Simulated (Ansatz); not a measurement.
# CH5BO2Si: one species, many methods

How much do the methods differ for CH5BO2Si? The plan is to run it at one geometry with functionals of several rungs and with coupled cluster, and see how far each lands from CCSD(T) at the basis-set limit for the atomisation energy.

Program: Ansatz 0.2.0, Gaussian basis. Level of theory: functionals in def2-TZVPP, the program's frozen cores in correlated methods. These are calculated values, not measurements.

The runs, in order: LDA (SPW92), PBE-D4, revPBE-D4, BLYP-D4, r2SCAN-D4, B97M-V, PBE0-D4, B3LYP-D4, r2SCANh-D4, r2SCAN0-D4, HSE06-D4, BHLYP-D4, CAM-B3LYP-D4, LC-ωPBE, ωB97X-V, ωB97M-V, B2PLYP, PBE-QIDH; CCSD(T)/def2-SVP; CCSD(T)/def2-TZVPP; MP2/def2-QZVPP; extrapolation to the limit; RPA on PBE.

### 1 The relaxed structure

The geometry comes from an earlier relaxation with PBE0-D4 in a triple-zeta def2 set; it is a stationary point, not always the lowest conformer.

SMILES `O=CB(O)[SiH3]`, 10 atoms, charge 0, spin multiplicity 1.

Atoms are counted from 1 here; the program's logs count them from 0.

Bond lengths: O1–C2 1.212 Å, C2–B3 1.627 Å, C2–H6 1.110 Å, B3–O4 1.339 Å, B3–Si5 2.023 Å, O4–H7 0.976 Å, Si5–H8 1.491 Å, Si5–H9 1.491 Å, Si5–H10 1.485 Å. Angles: O1–C2–B3 117.5°, O1–C2–H6 118.9°, B3–C2–H6 123.6°, C2–B3–O4 112.2°, C2–B3–Si5 125.8°, O4–B3–Si5 122.0°, B3–O4–H7 108.8°, B3–Si5–H8 109.5°, B3–Si5–H9 109.2°, B3–Si5–H10 113.1°, H8–Si5–H9 107.0°, H8–Si5–H10 109.0°, H9–Si5–H10 109.0°.

### 2 LDA

This LDA is Slater exchange with PW92 correlation.

in.yaml reads:

```yaml
crystal:
  periodic: [false, false, false]
  atoms:
    - {symbol: O, position_ang: [-2.630404, -0.260705, 0.166606]}
    - {symbol: C, position_ang: [-1.503858, -0.400126, 0.591695]}
    - {symbol: B, position_ang: [-0.279011, 0.142671, -0.331925]}
    - {symbol: O, position_ang: [-0.712484, 0.693570, -1.472679]}
    - {symbol: Si, position_ang: [1.688380, 0.034469, 0.127597]}
    - {symbol: H, position_ang: [-1.359093, -0.885998, 1.579122]}
    - {symbol: H, position_ang: [-1.686650, 0.645447, -1.495495]}
    - {symbol: H, position_ang: [2.056480, -1.383755, 0.404452]}
    - {symbol: H, position_ang: [1.941511, 0.802253, 1.380811]}
    - {symbol: H, position_ang: [2.568128, 0.561075, -0.947284]}
basis:
  gaussian: {orbitals: def2-TZVPP}
hamiltonian: {xc: lda}
output: {orbitals: {seedname: orbitals}}
```

After this run come: PBE-D4 (GGA); revPBE-D4 (GGA); BLYP-D4 (GGA); r2SCAN-D4 (meta-GGA); B97M-V (meta-GGA); PBE0-D4 (hybrid); B3LYP-D4 (hybrid); r2SCANh-D4 (hybrid); r2SCAN0-D4 (hybrid); HSE06-D4 (hybrid); BHLYP-D4 (hybrid); CAM-B3LYP-D4 (range-separated); LC-ωPBE (range-separated); ωB97X-V (range-separated); ωB97M-V (range-separated); B2PLYP (double hybrid); PBE-QIDH (double hybrid); CCSD(T) in def2-SVP; CCSD(T) in def2-TZVPP; MP2 in def2-QZVPP; RPA on PBE orbitals.

Before running them: what should the planned runs give, taken together? Wanted: atomisation energy, CCSD(T)/CBS; farthest beyond LDA; mean size of error, GGA; mean size of error, meta-GGA; mean size of error, hybrid; mean size of error, range-separated; mean size of error, double hybrid; gap, smallest and largest; T1 diagnostic.

As calculated:

```
                               quantity                                                                         value
        atomisation energy, CCSD(T)/CBS                                                                     39.108 eV
    functionals within 0.196 eV (0.5 %)  revPBE-D4, B97M-V, PBE0-D4, B3LYP-D4, r2SCANh-D4, HSE06-D4, LC-ωPBE, ωB97M-V
                    farthest beyond LDA                                                          BHLYP-D4 (-1.352 eV)
                mean size of error, GGA                                                                      0.421 eV
           mean size of error, meta-GGA                                                                      0.190 eV
             mean size of error, hybrid                                                                      0.369 eV
    mean size of error, range-separated                                                                      0.174 eV
      mean size of error, double hybrid                                                                      0.342 eV
              gap, smallest and largest                                      2.13 eV (LDA (SPW92)), 9.90 eV (LC-ωPBE)
                          T1 diagnostic                                                                        0.0163
triples share of the correlation energy                                                                         3.9 %
```

The LDA atomisation energy is off by 6.026 eV (15 %): it overbinds. PBE-D4 is off by +0.963 eV. Double hybrids carry the basis error of their MP2 part in triple zeta, and no dispersion term here, so their miss is partly the set-up's. The rungs range-separated, meta-GGA miss on average by less than the doubt on the reference (0.196 eV), so they tie. Misses under about 0.196 eV are within the doubt on the reference itself, which lacks core-valence correlation, relativity and higher excitations. Hartree-Fock recovers 72 % of the binding; the rest is correlation. CCSD(T) in def2-SVP is off by -1.940 eV, so the small basis spoils what the method gains. The gap grows from 2.1 to 9.9 eV across the functionals, mostly with the share of exact exchange.
